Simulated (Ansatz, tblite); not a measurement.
# C12H18OS: one state, many levels

Aim: run the singlet of C12H18OS at one geometry on many levels, and compare frontier levels, spin and run time.

Computed with Ansatz 0.2.0, Gaussian basis. Level: as each input shows.

Plan: GFN1-xTB, GFN2-xTB, PBE-D4/def2-SVP, r2SCAN-D4/def2-SVP, MP2/def2-SVP, RPA/def2-SVP.

6 further runs of the same task are left out: 6 that didn't finish. Runs told in other sessions of the task aren't counted.

### Step 1. The relaxed structure

The geometry is that of the singlet, from an earlier relaxation (PBE0-D4/def2-SVP).

SMILES `CC(=O)SC12CC3CC(CC(C3)C1)C2`, 32 atoms, charge 0, spin multiplicity 1.

Bond lengths: C1–C2 1.509 Å, C1–H15 1.100 Å, C1–H16 1.097 Å, C1–H17 1.100 Å, C2–O3 1.205 Å, C2–S4 1.781 Å, S4–C5 1.837 Å, C5–C6 1.533 Å, C5–C13 1.537 Å, C5–C14 1.533 Å, C6–C7 1.534 Å, C6–H18 1.103 Å, C6–H19 1.099 Å, C7–C8 1.532 Å, C7–C12 1.531 Å, C7–H20 1.103 Å, C8–C9 1.532 Å, C8–H21 1.103 Å and more. Angles: C2–C1–H15 110.2°, C2–C1–H16 108.7°, C2–C1–H17 110.5°, H15–C1–H16 109.8°, H15–C1–H17 107.6°, H16–C1–H17 110.0°, C1–C2–O3 123.3°, C1–C2–S4 111.8°, O3–C2–S4 124.9°, C2–S4–C5 104.9°, S4–C5–C6 111.5°, S4–C5–C13 104.8°, S4–C5–C14 111.7°, C6–C5–C13 109.1°, C6–C5–C14 110.4°, C13–C5–C14 109.1°, C5–C6–C7 109.2°, C5–C6–H18 109.3° and more.

PBE0-D4/def2-SVP was run before; its log isn't repeated, and its numbers join the tables.

### Step 2. GFN1-xTB

Tight binding, by tblite at 300 K electronic temperature and without a spin-polarisation term:

```python
tblite.interface.Calculator('GFN1-xTB', numbers, positions, charge=0, uhf=0).singlepoint()
```

Energy -1185.3357 eV, HOMO -11.57 eV, LUMO -7.45 eV; 0.029 s.

### Step 3. GFN2-xTB

Tight binding, by tblite at 300 K electronic temperature and without a spin-polarisation term:

```python
tblite.interface.Calculator('GFN2-xTB', numbers, positions, charge=0, uhf=0).singlepoint()
```

Energy -1149.9479 eV, HOMO -10.50 eV, LUMO -6.92 eV; 0.018 s.

### Step 4. PBE-D4/def2-SVP

start.molden holds the orbitals of an earlier run on this state, given as this run's starting guess.

in.yaml

```yaml
crystal:
  periodic: [false, false, false]
  atoms:
    - {symbol: C, position_ang: [4.643864, -0.529059, -0.063762]}
    - {symbol: C, position_ang: [3.206384, -0.154786, -0.328478]}
    - {symbol: O, position_ang: [2.861088, 0.530813, -1.257009]}
    - {symbol: S, position_ang: [2.106863, -0.850915, 0.887208]}
    - {symbol: C, position_ang: [0.429708, -0.301385, 0.376048]}
    - {symbol: C, position_ang: [0.060234, -0.839196, -1.010965]}
    - {symbol: C, position_ang: [-1.383160, -0.438406, -1.339077]}
    - {symbol: C, position_ang: [-1.504138, 1.088406, -1.321120]}
    - {symbol: C, position_ang: [-1.144081, 1.615687, 0.071069]}
    - {symbol: C, position_ang: [-2.092567, 1.011219, 1.109859]}
    - {symbol: C, position_ang: [-1.963006, -0.514501, 1.090861]}
    - {symbol: C, position_ang: [-2.331120, -1.041186, -0.299076]}
    - {symbol: C, position_ang: [-0.519116, -0.909074, 1.420972]}
    - {symbol: C, position_ang: [0.300457, 1.225600, 0.407502]}
    - {symbol: H, position_ang: [4.764067, -1.622253, -0.099378]}
    - {symbol: H, position_ang: [5.276616, -0.060070, -0.827897]}
    - {symbol: H, position_ang: [4.951379, -0.193116, 0.937734]}
    - {symbol: H, position_ang: [0.166133, -1.936775, -1.017281]}
    - {symbol: H, position_ang: [0.751618, -0.430632, -1.761472]}
    - {symbol: H, position_ang: [-1.639330, -0.819444, -2.341604]}
    - {symbol: H, position_ang: [-0.834228, 1.529874, -2.077706]}
    - {symbol: H, position_ang: [-2.532081, 1.389734, -1.585609]}
    - {symbol: H, position_ang: [-1.228487, 2.715013, 0.084988]}
    - {symbol: H, position_ang: [-3.133791, 1.303924, 0.892116]}
    - {symbol: H, position_ang: [-1.853687, 1.400714, 2.114154]}
    - {symbol: H, position_ang: [-2.633586, -0.955661, 1.846922]}
    - {symbol: H, position_ang: [-2.264924, -2.142384, -0.318301]}
    - {symbol: H, position_ang: [-3.375926, -0.778876, -0.537332]}
    - {symbol: H, position_ang: [-0.244641, -0.550570, 2.427684]}
    - {symbol: H, position_ang: [-0.413672, -2.007283, 1.426949]}
    - {symbol: H, position_ang: [0.574803, 1.596214, 1.409176]}
    - {symbol: H, position_ang: [0.998325, 1.668383, -0.317154]}
basis:
  gaussian: {orbitals: def2-SVP, initial_orbitals: start.molden}
hamiltonian: {xc: pbe, dispersion: d4}
scf: {omitted_lower_state_checks: [starts]}
output: {orbitals: {seedname: orbitals}}
```

Command:

```
$ ansatz run in.yaml --threads 4 --pin off --events-out ev --progress --plain --max-ram 6963MiB
```

After this run come: r2SCAN-D4/def2-SVP; MP2/def2-SVP; RPA/def2-SVP.

Q: Predict the results of all the runs planned. Wanted: gap in def2-SVP, named functionals, smallest and largest; correlation energy, MP2/def2-SVP; binding an atom, functionals in def2-SVP.

The runs gave:

| quantity | value |
| --- | --- |
| gap in def2-SVP, named functionals, smallest and largest | 4.33 eV (PBE-D4), 6.77 eV (PBE0-D4) |
| correlation energy, MP2/def2-SVP | -54.10 eV |
| binding an atom, functionals in def2-SVP | 4.58 (r2SCAN-D4) to 4.69 eV (PBE-D4) |

What this shows: Over the named functionals in def2-SVP the gap runs from 4.33 eV (PBE-D4) to 6.77 eV (PBE0-D4); exact exchange widens it.
